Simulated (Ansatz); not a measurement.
# C2H9B2ClSi2: the cost of one run

Method: RKS r2SCAN-D4/STO-3G, in Ansatz 0.2.0.

## 1. The system as given

Bond lengths (14 of 16 bonds, heavy atoms first): C1–Si2 1.855 Å, Si2–C3 1.842 Å, C3–Si4 1.837 Å, C3–Cl5 1.792 Å, Si2–B6 1.881 Å, Si2–B7 1.849 Å, B6–B7 1.781 Å, C1–H8 1.157 Å, C1–H9 1.122 Å, C1–H10 1.080 Å, C3–H11 1.096 Å, Si4–H12 1.483 Å, Si4–H13 1.525 Å, Si4–H14 1.383 Å. Angles (14 of 30 angles, heavy atoms first): C1–Si2–C3 117.6°, C1–Si2–B6 117.9°, C1–Si2–B7 118.9°, C3–Si2–B6 116.4°, C3–Si2–B7 115.2°, B6–Si2–B7 57.0°, Si2–C3–Si4 113.2°, Si2–C3–Cl5 109.9°, Si4–C3–Cl5 107.4°, Si2–B6–B7 60.6°, Si2–B7–B6 62.4°, Si2–C1–H8 105.6°, Si2–C1–H9 112.1°, Si2–C1–H10 112.1°.

As a file:

```xyz
16

C    -1.4065    0.1419    1.4132
Si   -0.2442    0.6793    0.0715
C     1.3217   -0.2696   -0.1298
Si    1.0488   -2.0398   -0.5387
Cl    2.2703   -0.2097    1.3897
B    -0.1714    2.5112   -0.3498
B    -0.9455    1.3812   -1.4886
H    -2.2856    0.8931    1.3836
H    -0.9526    0.2528    2.4332
H    -1.8007   -0.8482    1.2375
H     1.9514    0.1760   -0.9089
H     0.2260   -2.0964   -1.7711
H     0.1387   -2.6290    0.5340
H     2.2074   -2.7810   -0.6822
H     0.1616    3.5762   -0.0596
H    -1.5421    1.2395   -2.4899
```

## 2. Relaxing the start

Input file input.yaml:

```yaml
crystal:
  periodic: [false, false, false]
  atoms:
    - { symbol: C, position_ang: [-1.4065, 0.1419, 1.4132] }
    - { symbol: Si, position_ang: [-0.2442, 0.6793, 0.0715] }
    - { symbol: C, position_ang: [1.3217, -0.2696, -0.1298] }
    - { symbol: Si, position_ang: [1.0488, -2.0398, -0.5387] }
    - { symbol: Cl, position_ang: [2.2703, -0.2097, 1.3897] }
    - { symbol: B, position_ang: [-0.1714, 2.5112, -0.3498] }
    - { symbol: B, position_ang: [-0.9455, 1.3812, -1.4886] }
    - { symbol: H, position_ang: [-2.2856, 0.8931, 1.3836] }
    - { symbol: H, position_ang: [-0.9526, 0.2528, 2.4332] }
    - { symbol: H, position_ang: [-1.8007, -0.8482, 1.2375] }
    - { symbol: H, position_ang: [1.9514, 0.176, -0.9089] }
    - { symbol: H, position_ang: [0.226, -2.0964, -1.7711] }
    - { symbol: H, position_ang: [0.1387, -2.629, 0.534] }
    - { symbol: H, position_ang: [2.2074, -2.781, -0.6822] }
    - { symbol: H, position_ang: [0.1616, 3.5762, -0.0596] }
    - { symbol: H, position_ang: [-1.5421, 1.2395, -2.4899] }
basis:
  gaussian: { orbitals: STO-3G }
hamiltonian:
  xc: r2scan
  dispersion: d4
relax:
  f_tol: 0.02
  max_steps: 40
scf:
  lower_state_search: "off"
```

Launch:

```console
$ ansatz run input.yaml --threads 1 --pin off --max-ram 2048MiB --backend cpu --events-out ev --progress --plain --runs-dir out
```

Q: Estimate wall time and peak memory on 1 thread of Arm Neoverse V2, shared host.

About 2.2 min, with a peak of 0.15 GiB.
